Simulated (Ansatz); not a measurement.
# PbS: strong compression

One table from this session's results is given with a row withheld; the runs are named, their logs left out.

Program: Ansatz 0.2.0. Level of theory: DFT, r2SCAN, PAW with Ansatz's default frozen-core files, scalar-relativistic. These are calculated values, not measurements.

## The starting structure

Symmetry: Fm-3m, No. 225, cubic system. Conventional cell: a = 5.387 Å, b = 5.387 Å, c = 5.387 Å, α = 90.00°, β = 90.00°, γ = 90.00°. Around Pb (site symmetry m-3m) lie 6 S at 2.69 Å. S (site symmetry m-3m) is surrounded by 6 Pb at 2.69 Å.

Structure file:

```cif
data_structure
_symmetry_space_group_name_H-M 'Fm-3m'
_symmetry_Int_Tables_number 225
_cell_length_a 5.3869
_cell_length_b 5.3869
_cell_length_c 5.3869
_cell_angle_alpha 90.000
_cell_angle_beta 90.000
_cell_angle_gamma 90.000
_cell_volume 156.32
loop_
_atom_site_label
_atom_site_type_symbol
_atom_site_symmetry_multiplicity
_atom_site_Wyckoff_symbol
_atom_site_fract_x
_atom_site_fract_y
_atom_site_fract_z
_atom_site_occupancy
Pb1 Pb 4 a 0.00000 0.00000 0.00000 1
S1 S 4 b 0.50000 0.00000 0.00000 1
```

The file gives the conventional cell by its symmetry; the runs use the cell typed in the input.

Whether this phase is the stable one at these pressures isn't tested.

Atoms are numbered in the order of the input: Pb1, S2.

The first run:

Contents of input.yaml:

```yaml
crystal:
  lattice:
    - [0.0, 2.6934405028, 2.6934405028]
    - [2.6934405028, 0.0, 2.6934405028]
    - [2.6934405028, 2.6934405028, 0.0]
  atoms:
    - { symbol: Pb, position: [0.0, 0.0, 0.0] }
    - { symbol: S, position: [0.5, 0.5, 0.5] }
kpoints:
  mp_grid: { grid: [12, 12, 12] }
scf:
  occupations: { method: fermi_dirac, width: 0.05 }
hamiltonian:
  xc: r2scan
  pseudopotentials: { kind: paw }
output:
  forces: true
  stress: true
relax:
  f_tol: 0.005
  max_steps: 40
  cell: {}
```

Run with:

```bash
> ansatz run input.yaml --threads 1 --pin off --max-ram 2048MiB --backend cpu --events-out ev --progress --plain --runs-dir out
```

Among the steps run: Cell relaxed at zero pressure, PAW; Volume scaled by 1, PAW; Volume scaled by 0.94, PAW; Volume scaled by 0.88, PAW; Volume scaled by 0.8, PAW; Volume scaled by 0.72, PAW; Volume scaled by 0.64, PAW; Volume scaled by 0.55, PAW; Volume scaled by 0.55, PAW (cutoff 800 eV).

One of the session's tables, all rows but one given; the rest of the session is left out.

 The rows PAW, 0.55 and PAW (cutoff 800 eV), 0.55 agree to the last digit and may rest on the same set-up.

```
             method  volume over the first  volume (Å³/atom)  pressure (GPa)
                PAW                      1            26.652            0.01
                PAW                   0.94            25.053            4.10
                PAW                   0.88            23.454            9.71
                PAW                    0.8                 ?               ?
                PAW                   0.72            19.189           37.60
                PAW                   0.64            17.057           64.37
                PAW                   0.55            14.659          116.18
PAW (cutoff 800 eV)                   0.55            14.659          116.18
```

Q: Estimate the row for PAW, 0.8 from the others.

The run gave: volume (Å³/atom): 21.322; pressure (GPa): 20.58. In the column «volume (Å³/atom)» it lies between PAW, 0.72 (19.189) and PAW, 0.88 (23.454).
